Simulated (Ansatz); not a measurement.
# Al2Ga: the cost of one run

Method: cc-pVTZ, core rule «outside noble gas», up to 24 orbitals frozen; program: Ansatz 0.2.0, Gaussian basis.

The runs, in order: UHF; CCSD(T) on ROHF; CCSD(T) on UHF; BCCD(T) on ROHF; CCSDT(Q) on ROHF; CCSDT(Q) on UHF; CASSCF and NEVPT2, 9 electrons in 12 orbitals.

5 further runs of the same task are left out: 5 set aside as unsound or not needed.

## (1) The geometry

The geometry is a PBE0/def2-TZVP stationary point (not a proven minimum) of the parent state, kept for this charge and spin. No spin-orbit coupling is included. The filled d shell of Ga may be among the frozen orbitals whatever the setting's name suggests; the logs give the count.

3 atoms, charge 0, spin multiplicity 2.

Atoms are counted from 1 here; the program's logs count them from 0.

Bond lengths: Al1–Al2 2.581 Å, Al2–Ga3 2.573 Å. Angles: Al1–Al2–Ga3 70.0°.

Coordinates:

```xyz
3
Al2Ga
Al    0.0000   -1.0073    1.7779
Al    0.0000    1.4386    0.9534
Ga    0.0000   -0.1669   -1.0570
```

## (2) UHF

in.yaml

```yaml
crystal:
  periodic: [false, false, false]
  atoms:
    - {symbol: Al, position_ang: [0.000000, -1.007251, 1.777914]}
    - {symbol: Al, position_ang: [0.000000, 1.438625, 0.953445]}
    - {symbol: Ga, position_ang: [0.000000, -0.166934, -1.056986]}
basis:
  gaussian: {orbitals: cc-pVTZ}
magnetization: {spin_polarized: true, initial_magnetization: 1}
hamiltonian: {xc: hf}
output: {orbitals: {seedname: orbitals}}
```

The run is started by

```
ansatz run in.yaml --threads 1 --pin off --events-out ev --progress --plain --max-ram 4096MiB --backend cpu
```

Q: Estimate wall time and peak memory on 1 thread of AMD EPYC 7R13, shared host.

About 52 s, with a peak of 0.35 GiB.
